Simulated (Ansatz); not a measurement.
**CH3B2Br: basis-set convergence**

An exercise on one series of results from a longer session: the logs are not shown, and one member is left open.

Program: Ansatz 0.2.0, Gaussian basis. Level of theory: one geometry, several basis sets. These are calculated values, not measurements.

The runs, in order: PBE0-D4/def2-SVP; ωB97M-V/def2-SVP; PBE0-D4/def2-QZVPP; ωB97M-V/def2-QZVPP; the functionals' def2-TZVPP values are taken from earlier runs.

1 further run of the same task is left out (it didn't finish).

**The geometry**

The geometry comes from an earlier relaxation with PBE0-D4 in a triple-zeta def2 set; it is a stationary point, not always the lowest conformer.

SMILES `BrC1BB1`, 7 atoms, charge 0, spin multiplicity 1.

Atoms are counted from 1 here; the program's logs count them from 0.

Bond lengths: Br1–C2 1.896 Å, C2–B3 1.445 Å, C2–B4 1.604 Å, C2–H5 1.154 Å, B3–B4 1.560 Å, B3–H6 1.178 Å, B4–H7 1.187 Å. Angles: Br1–C2–B3 141.4°, Br1–C2–B4 157.3°, Br1–C2–H5 98.5°, B3–C2–B4 61.3°, B3–C2–H5 120.1°, B4–C2–H5 58.8°, C2–B3–B4 64.4°, C2–B3–H6 140.1°, B4–B3–H6 155.5°, C2–B4–B3 54.3°, C2–B4–H7 136.6°, B3–B4–H7 169.1°.

The first run:

File in.yaml:

```yaml
crystal:
  periodic: [false, false, false]
  atoms:
    - {symbol: Br, position_ang: [-2.218855, -1.008082, -0.537709]}
    - {symbol: C, position_ang: [-0.548366, -0.233603, -0.085796]}
    - {symbol: B, position_ang: [0.110801, 0.489673, 0.976779]}
    - {symbol: B, position_ang: [0.987182, 0.189556, -0.278502]}
    - {symbol: H, position_ang: [0.027711, -0.495603, -1.050379]}
    - {symbol: H, position_ang: [-0.112863, 0.921708, 2.050159]}
    - {symbol: H, position_ang: [1.815688, 0.068452, -1.120253]}
basis:
  gaussian: {orbitals: def2-SVP}
hamiltonian: {xc: pbe0, dispersion: d4}
output: {orbitals: {seedname: orbitals}}
```

Steps of the session up to this table: PBE0-D4 in def2-SVP; ωB97M-V in def2-SVP; PBE0-D4 in def2-QZVPP; ωB97M-V in def2-QZVPP.

One of the session's tables, all rows but one given; the rest of the session is left out.

It belongs to the step «Density functionals: the series». 

```
functional       basis  HOMO (eV)
   PBE0-D4    def2-SVP      -7.74
   PBE0-D4  def2-TZVPP      -7.81
   PBE0-D4  def2-QZVPP          ?
   ωB97M-V    def2-SVP      -9.87
   ωB97M-V  def2-TZVPP      -9.96
   ωB97M-V  def2-QZVPP      -9.96
```

**Question.** Estimate the row for PBE0-D4, def2-QZVPP.

**Answer.** HOMO (eV): -7.82. In the column «HOMO (eV)» it lies between ωB97M-V, def2-SVP (-9.87) and PBE0-D4, def2-TZVPP (-7.81).
